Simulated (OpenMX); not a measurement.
**CuF in OpenMX: the effect of dispersion**

The system is CuF.

```
CELL_PARAMETERS angstrom
2.47101 0.00000 0.00000
0.00000 2.47101 0.00000
0.00000 0.00000 3.41650
ATOMIC_POSITIONS crystal
Cu 0.00000 0.00000 0.00000
F 0.50000 0.50000 0.50000
```

The cell was built by a generator and needn't be a form met in nature.

Alike in all runs:

```yaml
Program: OpenMX 3.8.5
Task: single point
Functional: PBE
Potentials_or_basis: OpenMX 2013 PBE set, Cu6.0H-s3p2d2, F6.0-s2p2d1, grid cutoff 500 Ry
k_mesh: 9 × 9 × 7
Occupations: fermi-dirac, width 0.05 eV
Spin: no spin polarisation
```

```csv
dispersion,pressure (GPa)
none,6.4
D3,3.2
D3(BJ),?
D4,3.1
```

**Question.** What does the run with dispersion D3(BJ) give?

**Answer.** Pressure 2.5 GPa.

Caveats: the basis of atomic orbitals isn't converged, which shifts pressures, moduli and gaps; the run has no spin polarisation, though such a crystal can be magnetic; pairwise dispersion overbinds metals, which lowers pressure and volume (some runs).
